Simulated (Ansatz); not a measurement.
# BH6NOSi: the cost of one run

Method: the settings change from run to run; program: Ansatz 0.2.0, Gaussian basis.

## (1) The geometry

The geometry comes from an earlier relaxation with PBE0-D4 in a triple-zeta def2 set; it is a stationary point, not always the lowest conformer.

10 atoms, charge 0, spin multiplicity 1.

Atoms are counted from 1 here; the program's logs count them from 0.

Bond lengths: B1–Si2 1.941 Å, B1–N3 1.640 Å, B1–H5 1.198 Å, B1–H6 1.197 Å, Si2–N3 1.867 Å, Si2–O4 1.648 Å, Si2–H7 1.491 Å, N3–H8 1.010 Å, N3–H9 1.011 Å, O4–H10 0.959 Å. Angles: Si2–B1–N3 62.2°, Si2–B1–H5 117.0°, Si2–B1–H6 118.4°, N3–B1–H5 112.2°, N3–B1–H6 112.2°, H5–B1–H6 120.1°, B1–Si2–N3 51.0°, B1–Si2–O4 124.1°, B1–Si2–H7 126.2°, N3–Si2–O4 109.9°, N3–Si2–H7 104.7°, O4–Si2–H7 108.8°, B1–N3–Si2 66.8°, B1–N3–H8 117.7°, B1–N3–H9 115.1°, Si2–N3–H8 122.1°, Si2–N3–H9 118.1°, H8–N3–H9 110.6° and more.

Coordinates:

```
B    -1.33542    0.09545    0.23372
Si    0.27837    0.34247   -0.81539
N     0.00152   -0.74309    0.67846
O     1.43322    1.46935   -0.48249
H    -2.18213   -0.61409   -0.22982
H    -1.62868    0.93654    1.03351
H     0.79652   -0.58293   -1.86336
H    -0.03193   -1.75020    0.61054
H     0.41452   -0.45883    1.55606
H     2.33722    1.25404   -0.71813
```

## (2) PBE-QIDH/def2-TZVP

Set apart from the defaults: multiplicity 3.

in.yaml

```yaml
crystal:
  periodic: [false, false, false]
  atoms:
    - {symbol: B, position_ang: [-1.335424, 0.095455, 0.233719]}
    - {symbol: Si, position_ang: [0.278367, 0.342465, -0.815390]}
    - {symbol: N, position_ang: [0.001519, -0.743095, 0.678463]}
    - {symbol: O, position_ang: [1.433220, 1.469350, -0.482494]}
    - {symbol: H, position_ang: [-2.182128, -0.614088, -0.229823]}
    - {symbol: H, position_ang: [-1.628680, 0.936535, 1.033514]}
    - {symbol: H, position_ang: [0.796517, -0.582934, -1.863355]}
    - {symbol: H, position_ang: [-0.031928, -1.750201, 0.610538]}
    - {symbol: H, position_ang: [0.414517, -0.458827, 1.556060]}
    - {symbol: H, position_ang: [2.337220, 1.254040, -0.718131]}
basis:
  gaussian: {orbitals: def2-TZVP}
magnetization: {spin_polarized: true, initial_magnetization: 2}
hamiltonian: {xc: {name: PBE-QIDH}}
output: {forces: true}
```

Command:

```console
ansatz run in.yaml --threads 2 --pin off --events-out ev --progress --plain --max-ram 4352MiB
```

What time and memory should one allow on 2 threads of Arm Neoverse V1, shared host?

About 25 s, with a peak of 0.86 GiB.
